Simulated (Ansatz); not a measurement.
**BHBr+ (triplet): the correlation ladder, cc-pVDZ**

One table from this session's results is given with a row withheld; the runs are named, their logs left out.

Computed with Ansatz 0.2.0, Gaussian basis. Level: cc-pVDZ, core rule «outside noble gas», up to 15 orbitals frozen.

The runs, in order: UHF; CCSD(T) on ROHF; CCSD(T) on UHF; BCCD(T) on ROHF; CISD as a restricted active space (open shells left free, so some higher excitations enter); CCSDT(Q) on ROHF; CCSDT(Q) on UHF; CASSCF and MRCISD+Q, 10 electrons in 9 orbitals; CASSCF and NEVPT2, 10 electrons in 9 orbitals.

35 further runs of the same task are left out: 6 for a known fault of the program, 12 that didn't finish, 17 set aside as unsound or not needed. Runs told in other sessions of the task aren't counted.

## The system

The geometry is a PBE0/def2-TZVP stationary point (not a proven minimum) of the parent state, kept for this charge and spin. No spin-orbit coupling is included. The filled d shell of Br may be among the frozen orbitals whatever the setting's name suggests.

3 atoms, charge 1, spin multiplicity 3.

Atoms are counted from 1 here; the program's logs count them from 0.

Bond lengths: B1–Br2 1.977 Å, B1–H3 1.279 Å. Angles: Br2–B1–H3 79.0°.

The first run:

File in.yaml:

```yaml
crystal:
  periodic: [false, false, false]
  atoms:
    - {symbol: B, position_ang: [0.000000, -0.188124, 1.715115]}
    - {symbol: Br, position_ang: [0.000000, 0.011759, -0.252218]}
    - {symbol: H, position_ang: [0.000000, 1.085637, 1.598465]}
basis:
  gaussian: {orbitals: cc-pVDZ}
total_charge: 1
magnetization: {spin_polarized: true, initial_magnetization: 2}
hamiltonian: {xc: hf}
output: {orbitals: {seedname: orbitals}}
```

Started as:

```sh
> ansatz run in.yaml --threads 1 --pin off --events-out ev --progress --plain --max-ram 2393MiB
```

Steps of the session up to this table: UHF; CCSD(T) on ROHF; CCSD(T) on UHF; BCCD(T) on ROHF; CISD as a restricted active space (open shells left free, so some higher excitations enter); CCSDT(Q) on ROHF; CCSDT(Q) on UHF; CASSCF and MRCISD+Q, 10 electrons in 9 orbitals; CASSCF and NEVPT2, 10 electrons in 9 orbitals.

One table of the session follows, with a row left open; its other results are not shown here.

It belongs to the step «Misses and costs». 

| method | from UCCSDT(Q) (meV) |
| --- | --- |
| ROHF | +5243.7 |
| UHF | +5096.3 |
| RMP2 | +950.8 |
| UMP2 | +954.6 |
| CISD | +505.9 |
| RCCSD | +209.2 |
| UCCSD | ? |
| RCCSD(T) | +49.9 |
| UCCSD(T) | +47.7 |
| BCCD(T) | +46.6 |
| RCCSDT | +13.4 |
| UCCSDT | +11.5 |
| RCCSDT(Q) | +3.1 |
| UCCSDT(Q) | 0 |
| CASSCF valence | +3736.5 |
| NEVPT2 valence | +851.0 |
| MRCISD valence | +251.8 |
| MRCISD+Q valence | +31.9 |

Estimate the missing values for UCCSD.

The run gave: from UCCSDT(Q) (meV): +204.0. In the column «from UCCSDT(Q) (meV)» it lies between RCCSD(T) (+49.9) and RCCSD (+209.2).

To keep in mind: Restricted and unrestricted rows rest on different reference determinants; a gap between their highest levels can come from leftover correlation error, from unlike frozen cores or from another state.
